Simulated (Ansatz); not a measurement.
This script for a formation energy from the elements of LiMg and its elements with Ansatz 0.2.0 through its Python package holds a mistake.

Contents of `limg_limg.cif`:
```cif
data_LiMg
_cell_length_a 4.912625
_cell_length_b 3.340249
_cell_length_c 4.933959
_cell_angle_alpha 90.00000
_cell_angle_beta 90.00000
_cell_angle_gamma 90.00000
_symmetry_space_group_name_H-M 'P 1'
_symmetry_Int_Tables_number 1
loop_
_symmetry_equiv_pos_as_xyz
'x, y, z'
loop_
_atom_site_label
_atom_site_type_symbol
_atom_site_fract_x
_atom_site_fract_y
_atom_site_fract_z
Li1 Li    0.750000    0.000000    0.257117
Li2 Li    0.250000    0.000000    0.742883
Mg3 Mg    0.250000    0.500000    0.243873
Mg4 Mg    0.750000    0.500000    0.756127
```

Input file `limg_li.xyz`:
```text
1
Lattice="-1.75465 1.75465 1.75465 1.75465 -1.75465 1.75465 1.75465 1.75465 -1.75465" Properties=species:S:1:pos:R:3 pbc="T T T"
Li    0.00000000    0.00000000    0.00000000
```

`limg_mg.extxyz`
```text
2
Lattice="3.2093 0.0 0.0 -1.60465 2.77933533 0.0 0.0 0.0 5.2103" Properties=species:S:1:pos:R:3 pbc="T T T"
Mg   -0.00000000    1.85289022    1.30257500
Mg    1.60465000    0.92644511    3.90772500
```

`limg.py`:
```python
"""Is LiMg bound against its elements, after relaxing atoms and volume at fixed cell shape."""

from collections import Counter
from dataclasses import dataclass
import warnings

import ansatz
from ase.io import read
import numpy as np


@dataclass
class RunConfig:
    scf_tol: float = 1e-09
    max_scf: int = 85
    kspacing: float = 0.16
    smearing: str = "cold"
    width_ev: float = 0.05
    beta: float = 1.9


opts = RunConfig()


def solve(name, crystal):
    calc = (
        crystal.calculation()
        .functional(ansatz.Functional.LDA)
        .basis(16 * ansatz.Ha)
        .scf(tolerance=opts.scf_tol, max_iterations=opts.max_scf)
        .kpoints(spacing=opts.kspacing)
        .occupations(opts.smearing, width=opts.width_ev)
        .mixing("anderson", beta=opts.beta, ndim=2)
        .stress()
    )
    calc = calc.relax(force_tolerance=0.02, max_steps=30, fix_cell=["shape"])
    return calc.run()


def counts(outcome):
    return Counter(site.symbol for site in outcome.lattice.sites)

def formation_energy(outcome, mu):
    n = counts(outcome)
    return (outcome.report["energy_sigma0_ev"] - sum(k * mu[element] for element, k in n.items())) / sum(n.values())


def volume_per_atom(outcome):
    return abs(np.linalg.det(outcome.lattice.cell_ang)) / len(outcome.lattice.sites)

warnings.simplefilter("ignore")

phases = {}
atoms = read("limg_limg.cif")
limg = ansatz.Crystal.from_ase(atoms)
phases["LiMg"] = limg
li = ansatz.Crystal.from_extxyz("limg_li.xyz")
phases["Li"] = li
mg = ansatz.Crystal.from_extxyz("limg_mg.extxyz")
phases["Mg"] = mg

done = {name: solve(name, crystal) for name, crystal in phases.items()}

# energy of one atom in its reference phase
references = {"Li": "Li", "Mg": "Mg"}
mu = {element: done[name].report["energy_sigma0_ev"] / len(done[name].lattice.sites) for element, name in references.items()}

target = done["LiMg"]
heat = formation_energy(target, mu)
n = counts(target)
print("cell content:", dict(n), " volume", round(volume_per_atom(target), 3), "A^3/atom")
print("formation energy", round(heat, 4), "eV/atom,", round(heat * sum(n.values()), 4), "eV per cell")
print("bound against the elements" if heat < 0 else "unbound against the elements")
```

```console
$ python limg.py
Traceback (most recent call last):
  File "limg.py", line 62, in <module>
    done = {name: solve(name, crystal) for name, crystal in phases.items()}
                  ~~~~~^^^^^^^^^^^^^^^
  File "limg.py", line 37, in solve
    return calc.run()
           ~~~~~~~~^^
  ...
ansatz.RefusalError: invalid value for `scf.mixing.beta`: must be finite and in (0, 1]; got 1.9
```
(Library frames cut from the traceback.)

Find the fault and give the corrected script.

The fault: the mixing step is too large. The correction:

```diff
--- before
+++ after
@@ -18,3 +18,2 @@
     width_ev: float = 0.05
-    beta: float = 1.9
 
@@ -32,3 +31,2 @@
         .occupations(opts.smearing, width=opts.width_ev)
-        .mixing("anderson", beta=opts.beta, ndim=2)
         .stress()
```

With that change:

```console
$ python limg.py
cell content: {<Element.LI: 'Li'>: 2, <Element.MG: 'Mg'>: 2}  volume 18.911 A^3/atom
formation energy -0.0757 eV/atom, -0.3028 eV per cell
bound against the elements
```

Reading the output:
- The program warned that this SCF threshold is loose for forces or stresses.
- Atoms and volume are relaxed with the cell's shape held, which in cells of lower than cubic symmetry can hide stresses and shift volumes.
- The cells come from databases of deposited and of computed structures, and not all need be stable phases.
- The compound is the structure given, not necessarily its lowest; energies are at zero temperature, with no correction for gases. A semilocal functional's error on such energies is often 0.05 to 0.1 eV an atom, and 0.1 to 0.3 eV against gases such as O2 or F2.
- The script silences warnings, which a real study should read.
- Run time: 67 s on 1 thread of Arm Neoverse V1, with other jobs on the host, peak memory 0.6 GiB.
